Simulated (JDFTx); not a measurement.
# HfMoC2: equation of state with PBEsol

HfMoC2:

```
CELL_PARAMETERS angstrom
3.19142 0.00000 0.00000
0.00000 3.19142 0.00000
0.00000 0.00000 4.48516
ATOMIC_POSITIONS crystal
Hf 0.00000 0.00000 0.00000
Mo 0.50000 0.50000 0.50000
C 0.50000 0.50000 0.00000
C 0.00000 0.00000 0.50000
```

The cell comes from a database or a generator and needn't be the stable form of this composition.

```json
{
  "Program": "JDFTx 1.7.0 (patched build)",
  "Task": "equation of state",
  "Functional": "PBEsol",
  "Potentials or basis": "PseudoDojo-SR-PBEsol-0.4.1-standard with smoothed tails",
  "Cutoff": "1116 eV",
  "Density cutoff": "8925 eV",
  "k mesh": "8 × 8 × 6",
  "Occupations": "fermi-dirac, width 0.05 eV",
  "Spin": "no spin polarisation"
}
```

| Quantity | Value |
| --- | --- |
| Equilibrium volume | 11.09 Å³/atom |
| Bulk modulus at fixed shape and positions | 299 GPa |
| Pressure derivative of the bulk modulus | 4.2 |

Energy against volume, from the lowest point:
```
volume (Å³/atom)  energy (meV/atom)
          10.735               9.96
          10.964               0.33
          11.192               0.00
          11.421               8.02
          11.649              23.56
          11.877              45.84
          12.106              74.17
```

Caveat: the cell was scaled at fixed shape and fractional positions, which overstates the stiffness of a crystal with free parameters, most of all of layers and chains. The run has no spin-orbit coupling, so splittings on Hf are missing.
